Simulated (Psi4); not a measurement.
# A workflow on [CSO3F3]− (SMILES [O-]S(=O)(=O)C(F)(F)F)

Aim: a geometry optimisation (singlet [CSO3F3]−, PBE0/def2-SVPD), then the energy (doublet CSO3F3, UPBE0/def2-SVPD), then a geometry optimisation (doublet CSO3F3, UPBE0/def2-SVPD) of CF3O3S. 

The calculation is run with Psi4 1.11.

### 1 The system as given

[CSO3F3]−: 8 atoms, total charge -1, spin state singlet. As SMILES, `[O-]S(=O)(=O)C(F)(F)F`. The shape is that of a PBE0-D4/def2-TZVPD optimisation. The run starts from this shape.

Bond lengths: O1–S2 1.447 Å, S2–O3 1.447 Å, S2–O4 1.447 Å, S2–C5 1.853 Å, C5–F6 1.341 Å, C5–F7 1.341 Å, C5–F8 1.341 Å. Some angles: O1–S2–O3 115.5°, O1–S2–O4 115.5°, O1–S2–C5 102.4°, O3–S2–O4 115.5°, O3–S2–C5 102.4°, O4–S2–C5 102.4°, S2–C5–F6 111.9°, S2–C5–F7 111.9°, S2–C5–F8 111.9°, F6–C5–F7 106.9°.

### 2 A geometry optimisation at PBE0/def2-SVPD (density fitting) (run 1)

File cf3o3s.inp:

```
memory 1.6 GB

molecule mol {
  -1 1
  O     -0.452120    -1.793850     0.534600
  S      0.514500    -0.855220     0.007850
  O      1.622110    -0.542800     0.884460
  O      0.853150    -1.026290    -1.388190
  C     -0.440870     0.732840    -0.006730
  F     -0.854330     1.079580     1.221330
  F      0.292430     1.753940    -0.474640
  F     -1.534870     0.651830    -0.778680
  symmetry c1
}

set basis def2-SVPD

E = optimize('pbe0')
```

Launch:

```console
psi4 cf3o3s.inp cf3o3s.out -n 1
```

cf3o3s.out:

```text
[...]
  Running in c1 symmetry.
[...]
  Nuclear repulsion =  555.370021778111777
[...]
  Multiplicity = 1
[...]
  Nalpha       = 37
  Nbeta        = 37
[...]
    Number of basis functions: 185
[...]
   @DF-RKS iter   1:  -959.88233719167056    6.83881e-01   6.00228e-03 ADIIS/DIIS
[...]
   @DF-RKS iter   8:  -960.33400102015389    2.84217e-12   6.67504e-09 DIIS
[...]
  @DF-RKS Final Energy:  -960.33400102015389
   => Energetics <=
    Nuclear Repulsion Energy =            549.9850907616639688
    One-Electron Energy =               -2435.8951009463153241
    Two-Electron Energy =                 992.1029558229329268
    DFT Exchange-Correlation Energy =     -66.5269466584354632
    Empirical Dispersion Energy =           0.0000000000000000
    VV10 Nonlocal Energy =                  0.0000000000000000
    Total Energy =                       -960.3340010201538917
[...]
 Multipole Moments:
 ------------------------------------------------------------------------------------
     Multipole            Electronic (a.u.)      Nuclear  (a.u.)        Total (a.u.)
 ------------------------------------------------------------------------------------
 L = 1.  Multiply by 2.5417464519 to convert [e a0] to [Debye]
 Dipole X            :         -2.9702620            2.0809287           -0.8893333
 Dipole Y            :          4.9370478           -3.4590234            1.4780244
 Dipole Z            :         -0.0455289            0.0318765           -0.0136524
 Magnitude           :                                                    1.7250091
[...]
  -Total Gradient:
     Atom            X                  Y                   Z
    ------   -----------------  -----------------  -----------------
       1       -0.000065384811     0.000026792296    -0.000127610864
       2        0.000062791704    -0.000101244669    -0.000008700763
       3        0.000060388538     0.000096574472     0.000002113749
       4       -0.000002511160     0.000084117883    -0.000087028310
       5       -0.000061037289     0.000037082860     0.000033811563
       6        0.000017528249     0.000009978278    -0.000067803468
       7       -0.000025287415    -0.000192567819    -0.000097923761
       8        0.000110760844    -0.000015234660    -0.000033435356
[...]
    Final optimized geometry and variables:
    Molecular point group: c1
    Full point group: C1
    Geometry (in Angstrom), charge = -1, multiplicity = 1:
    O           -0.495765064821    -1.776438965395     0.539705291083
    S            0.491544251985    -0.817070796664     0.007496223049
    O            1.618714479166    -0.500526925966     0.906313111461
    O            0.842193793233    -0.989345259788    -1.415838232723
    C           -0.474261414237     0.788012392968    -0.007277971672
    F           -0.877058843078     1.130034526623     1.222379829841
    F            0.262371464923     1.799774062505    -0.481627925381
    F           -1.567435419447     0.697425991755    -0.774179100990
    Psi4 run time: 0:03:20.66
[...]
```

On the terminal:

```text
Optimizer: Optimization complete!
```

Wall time 3.4 min (1 thread of AMD EPYC 7R43 (Zen 3), shared host); peak memory 1.3 GiB.

Steps, from the record of the run:

| step | energy from the first frame kept (eV) | largest force (eV/Å) |
| --- | --- | --- |
| 0 | 0.0000 | 1.8722 |
| 1 | -0.0749 | 0.5718 |
| 2 | -0.0833 | 0.0614 |
| 3 | -0.0836 | 0.0285 |
| 4 | -0.0835 | 0.0155 |
| 5 | -0.0834 | 0.0461 |
| 6 | -0.0835 | 0.0132 |
| 7 | -0.0826 | 0.1766 |
| 8 | -0.0834 | 0.0143 |
| 9 | -0.0835 | 0.0092 |
| 10 | -0.0835 | 0.0112 |

After the run. Bond lengths: O1–S2 1.476 Å, S2–O3 1.476 Å, S2–O4 1.476 Å, S2–C5 1.873 Å, C5–F6 1.338 Å, C5–F7 1.338 Å, C5–F8 1.338 Å. Some angles: O1–S2–O3 115.5°, O1–S2–O4 115.5°, O1–S2–C5 102.4°, O3–S2–O4 115.5°, O3–S2–C5 102.4°, O4–S2–C5 102.4°, S2–C5–F6 111.5°, S2–C5–F7 111.5°, S2–C5–F8 111.6°, F6–C5–F7 107.3°.

### 3 Doublet neutral CSO3F3: a single-point energy at UPBE0/def2-SVPD (density fitting) (run 2)

File cf3o3s.xyz:

```xyz
8
CF3O3S
O     -0.471033    -1.817546     0.540083
S      0.516276    -0.858178     0.007874
O      1.643446    -0.541634     0.906691
O      0.866926    -1.030452    -1.415461
C     -0.449530     0.746906    -0.006901
F     -0.852327     1.088928     1.222757
F      0.287103     1.758667    -0.481250
F     -1.542704     0.656319    -0.773802
```

File run.py:

```python
import psi4

psi4.set_memory(1600000000)
psi4.set_num_threads(1)
psi4.core.set_output_file('output.dat', False)

with open('cf3o3s.xyz') as f:
    atoms = ''.join(f.readlines()[2:])
m = psi4.geometry('0 2\n' + atoms + 'symmetry c1')

psi4.set_options({
    'basis': 'def2-SVPD',
    'reference': 'uks',
})

e_tot, wfn = psi4.energy('pbe0', return_wfn=True)
print(f'pbe0 energy: {e_tot:.10f} Eh')
for k, v in sorted(psi4.core.scalar_variables().items()):
    print(f'{k:45s} {v:18.10f}')
```

Launch:

```console
python run.py
```

output.dat:

```text
[...]
  Running in c1 symmetry.
[...]
  Nuclear repulsion =  549.985064116625836
[...]
  Multiplicity = 2
[...]
  Nalpha       = 37
  Nbeta        = 36
[...]
    Number of basis functions: 185
[...]
   @DF-UKS iter   1:  -959.67077362859220    7.25741e-01   5.75592e-03 ADIIS/DIIS
[...]
   @DF-UKS iter  16:  -960.10198800018463   -2.98237e-08   3.90312e-07 DIIS
[...]
   @S^2 Observed:                7.584018785E-01
[...]
    Orbital Energies [Eh]
    ---------------------
    Alpha Occupied:
       1A    -89.324012     2A    -24.905297     3A    -24.905290
       4A    -24.905243     5A    -19.298760     6A    -19.298750
       7A    -19.298703     8A    -10.612675     9A     -8.287162
      10A     -6.229564    11A     -6.228130    12A     -6.228129
      13A     -1.426191    14A     -1.329133    15A     -1.329086
      16A     -1.237753    17A     -1.097769    18A     -1.097725
      19A     -0.848833    20A     -0.747891    21A     -0.702116
      22A     -0.702093    23A     -0.642531    24A     -0.576400
      25A     -0.576364    26A     -0.559477    27A     -0.557503
      28A     -0.557495    29A     -0.531591    30A     -0.531565
      31A     -0.509556    32A     -0.447449    33A     -0.447436
      34A     -0.419809    35A     -0.416335    36A     -0.416311
[...]
  @DF-UKS Final Energy:  -960.10198800018463
   => Energetics <=
    Nuclear Repulsion Energy =            549.9850641166258356
    One-Electron Energy =               -2418.6076661662127663
    Two-Electron Energy =                 974.7458007452630682
    DFT Exchange-Correlation Energy =     -66.2251866958607849
    Empirical Dispersion Energy =           0.0000000000000000
    VV10 Nonlocal Energy =                  0.0000000000000000
    Total Energy =                       -960.1019880001846332
[...]
 Multipole Moments:
 ------------------------------------------------------------------------------------
     Multipole            Electronic (a.u.)      Nuclear  (a.u.)        Total (a.u.)
 ------------------------------------------------------------------------------------
 L = 1.  Multiply by 2.5417464519 to convert [e a0] to [Debye]
 Dipole X            :         -2.4830444            2.0809290           -0.4021154
 Dipole Y            :          4.1265476           -3.4590236            0.6675240
 Dipole Z            :         -0.0381494            0.0318769           -0.0062725
 Magnitude           :                                                    0.7793102
[...]
```

The script printed:

```text
pbe0 energy: -960.1019880002 Eh
CURRENT ENERGY                                   -960.1019880002
CURRENT REFERENCE ENERGY                         -960.1019880002
DD SOLVATION ENERGY                                 0.0000000000
DFT FUNCTIONAL TOTAL ENERGY                      -960.1019880002
DFT TOTAL ENERGY                                 -960.1019880002
DFT VV10 ENERGY                                     0.0000000000
DFT XC ENERGY                                     -66.2251866959
GRID ELECTRONS ALPHA                               37.0000007279
GRID ELECTRONS BETA                                35.9999986843
GRID ELECTRONS TOTAL                               72.9999994122
NUCLEAR REPULSION ENERGY                          549.9850641166
ONE-ELECTRON ENERGY                             -2418.6076661662
PCM POLARIZATION ENERGY                             0.0000000000
PE ENERGY                                           0.0000000000
SCF ITERATION ENERGY                             -960.1019880002
SCF ITERATIONS                                     16.0000000000
SCF TOTAL ENERGY                                 -960.1019880002
TWO-ELECTRON ENERGY                               974.7458007453
XC GRID RADIAL POINTS                              75.0000000000
XC GRID SPHERICAL POINTS                          302.0000000000
XC GRID TOTAL POINTS                           173133.0000000000
```

Run time: 44 s. Hardware: 1 thread of AMD EPYC 7R43 (Zen 3), shared host; peak memory 1.2 GiB.

### 4 Doublet neutral CSO3F3: a structure relaxation at UPBE0/def2-SVPD (density fitting) (run 3)

File calc.in:

```
memory 1.6 GB

molecule system {
  0 2
  O     -0.89012337    -3.43466416     1.02060895
  S      0.97562024    -1.62172139     0.01487970
  O      3.10566284    -1.02353992     1.71339767
  O      1.63825271    -1.94727206    -2.67483363
  C     -0.84948858     1.41144778    -0.01304100
  F     -1.61066460     2.05777569     2.31067585
  F      0.54254604     3.32339897    -0.90943070
  F     -2.91528805     1.24026316    -1.46227385
  units au
  symmetry c1
}

set basis def2-SVPD
set reference uks
set geom_maxiter 50

e_tot, wfn = opt('pbe0', return_wfn=True)
```

Launch:

```console
psi4 -n 1 calc.in calc.out
```

calc.out (excerpt; [...] marks lines left out):

```text
[...]
  Running in c1 symmetry.
[...]
  Nuclear repulsion =  549.985064439777943
[...]
  Multiplicity = 2
[...]
  Nalpha       = 37
  Nbeta        = 36
[...]
    Number of basis functions: 185
[...]
   @DF-UKS iter   1:  -959.67077363067688    7.25741e-01   5.75592e-03 ADIIS/DIIS
[...]
   @DF-UKS iter   8:  -960.13288138189000   -7.95808e-12   7.79388e-09 DIIS
[...]
   @S^2 Observed:                7.533389868E-01
[...]
  @DF-UKS Final Energy:  -960.13288138189000
   => Energetics <=
    Nuclear Repulsion Energy =            531.0125164601516872
    One-Electron Energy =               -2381.2205394441784847
    Two-Electron Energy =                 956.3191276551384590
    DFT Exchange-Correlation Energy =     -66.2439860530018194
    Empirical Dispersion Energy =           0.0000000000000000
    VV10 Nonlocal Energy =                  0.0000000000000000
    Total Energy =                       -960.1328813818900016
[...]
 Multipole Moments:
 ------------------------------------------------------------------------------------
     Multipole            Electronic (a.u.)      Nuclear  (a.u.)        Total (a.u.)
 ------------------------------------------------------------------------------------
 L = 1.  Multiply by 2.5417464519 to convert [e a0] to [Debye]
 Dipole X            :         -2.6943196            2.2615393           -0.4327803
 Dipole Y            :          4.4743189           -3.7556170            0.7187019
 Dipole Z            :         -0.0415808            0.0348040           -0.0067768
 Magnitude           :                                                    0.8389739
[...]
  -Total Gradient:
     Atom            X                  Y                   Z
    ------   -----------------  -----------------  -----------------
       1        0.000126373353    -0.000057675571     0.000042406891
       2        0.000006336794     0.000037508408    -0.000105807744
       3        0.000042840054     0.000056411341     0.000057098457
       4       -0.000016273413    -0.000028683871     0.000024068237
       5        0.000033109160    -0.000040494634     0.000132269523
       6       -0.000037882377     0.000000634585    -0.000113039759
       7       -0.000015253235     0.000021013237    -0.000185570209
       8       -0.000002162740    -0.000043719742    -0.000115689143
[...]
    Final optimized geometry and variables:
    Molecular point group: c1
    Full point group: C1
[...]
```

The script printed:

```text
Optimizer: Optimization complete!
```

Run time: 20 min. Hardware: 1 thread of AMD EPYC 7R43 (Zen 3), shared host; peak memory 1.4 GiB.

Step by step:

| step | energy from the first frame kept (eV) | largest force (eV/Å) |
| --- | --- | --- |
| 0 | 0.0000 | 5.6721 |
| 2 | -0.7038 | 1.2020 |
| 4 | -0.8185 | 0.2901 |
| 6 | -0.8371 | 0.0726 |
| 8 | -0.8401 | 0.0223 |
| 10 | -0.8403 | 0.0126 |
| 12 | -0.8406 | 0.0102 |
| 14 | -0.8405 | 0.0077 |
| 16 | -0.8404 | 0.0304 |
| 18 | -0.8406 | 0.0165 |
| 20 | -0.8402 | 0.0340 |
| 22 | -0.8400 | 0.0499 |
| 24 | -0.8404 | 0.0116 |
| 26 | -0.8405 | 0.0231 |
| 28 | -0.8403 | 0.0126 |
| 30 | -0.8407 | 0.0110 |
| 31 | -0.8407 | 0.0096 |

After the run. Bond lengths: O1–S2 1.453 Å, S2–O3 1.453 Å, S2–O4 1.453 Å, C5–F6 1.295 Å, C5–F7 1.295 Å, C5–F8 1.295 Å. Angles: O1–S2–O3 119.5°, O1–S2–O4 119.6°, O3–S2–O4 119.6°, F6–C5–F7 113.4°, F6–C5–F8 113.4°, F7–C5–F8 113.4°.

### 5 Outcome

```
                                                                    quantity          value
                              run 1, PBE0/def2-SVPD: total energy at the end  -960.33400 Eh
                                          run 1, PBE0/def2-SVPD: HOMO energy       -3.14 eV
                                          run 1, PBE0/def2-SVPD: LUMO energy        4.33 eV
run 1, PBE0/def2-SVPD: HOMO–LUMO gap (to an unbound level, set by the basis)        7.46 eV
                                 doublet neutral CSO3F3, run 2: total energy  -960.10199 Eh
                                doublet neutral CSO3F3, run 2: dipole moment         1.98 D
           doublet neutral CSO3F3, run 2: HOMO energy (highest over α and β)       -9.70 eV
            doublet neutral CSO3F3, run 2: LUMO energy (lowest over α and β)       -8.48 eV
                                         doublet neutral CSO3F3, run 2: ⟨S²⟩          0.758
                      doublet neutral CSO3F3, run 3: total energy at the end  -960.13288 Eh
                                doublet neutral CSO3F3, run 3: dipole moment         2.13 D
           doublet neutral CSO3F3, run 3: HOMO energy (highest over α and β)       -9.28 eV
            doublet neutral CSO3F3, run 3: LUMO energy (lowest over α and β)       -5.47 eV
                                         doublet neutral CSO3F3, run 3: ⟨S²⟩          0.753
    adiabatic ionisation energy (to the doublet neutral, no zero-point term)       5.473 eV
```

What this shows: The adiabatic ionisation energy (to the doublet neutral, no zero-point term) is 5.47 eV (126 kcal/mol). The second species lost a bond as it relaxed, so this leads to another structure. The optimisation (run 1, PBE0/def2-SVPD) took 11 steps and changed the energy by -0.084 eV. The optimisation (doublet neutral CSO3F3, run 3) took 32 steps and changed the energy by -0.841 eV.
